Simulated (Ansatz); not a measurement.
# WC (WC type): the cost of one run

Method: DFT, PBE, PAW with Ansatz's default frozen-core files, scalar-relativistic, in Ansatz 0.2.0.

## 1. The structure to begin with

The structure is hexagonal, space group P-6m2 (No. 187). The conventional cell has a = 2.867 Å, b = 2.867 Å, c = 2.810 Å, α = 90.00°, β = 90.00°, γ = 120.00°. Around W (site symmetry -6m2) lie 6 C at 2.17 Å. Around C (site symmetry -6m2) lie 6 W at 2.17 Å.

As a file:

```cif
data_structure
_symmetry_space_group_name_H-M 'P 1'
_symmetry_Int_Tables_number 1
_cell_length_a 2.8670
_cell_length_b 2.8670
_cell_length_c 2.8096
_cell_angle_alpha 90.000
_cell_angle_beta 90.000
_cell_angle_gamma 120.000
_cell_volume 20.00
loop_
_atom_site_label
_atom_site_type_symbol
_atom_site_fract_x
_atom_site_fract_y
_atom_site_fract_z
_atom_site_occupancy
W1 W 0.00000 0.00000 0.00000 1
C1 C 0.33333 0.66667 0.50000 1
```

Whether this phase is the stable one at these pressures isn't tested.

Atoms are numbered in the order of the input: W1, C2.

## 2. Cell relaxed at zero pressure, PAW

input.yaml

```yaml
crystal:
  lattice:
    - [2.8669784559, 0.0, 0.0]
    - [-1.433489228, 2.4828761749, 0.0]
    - [0.0, 0.0, 2.8096388868]
  atoms:
    - { symbol: W, position: [0.0, 0.0, 0.0] }
    - { symbol: C, position: [0.3333333333, 0.6666666667, 0.5] }
kpoints:
  mp_grid: { grid: [17, 17, 15] }
scf:
  occupations: { method: fermi_dirac, width: 0.1 }
hamiltonian:
  xc: pbe
  pseudopotentials: { kind: paw }
output:
  forces: true
  stress: true
relax:
  f_tol: 0.005
  max_steps: 40
  cell: {}
```

The run is started by

```
ansatz run input.yaml --threads 1 --pin off --max-ram 2048MiB --backend cpu --events-out ev --progress --plain --runs-dir out
```

Q: Estimate wall time and peak memory on 1 thread of Arm Neoverse V2, shared host.

About 44 s, with a peak of 0.41 GiB.
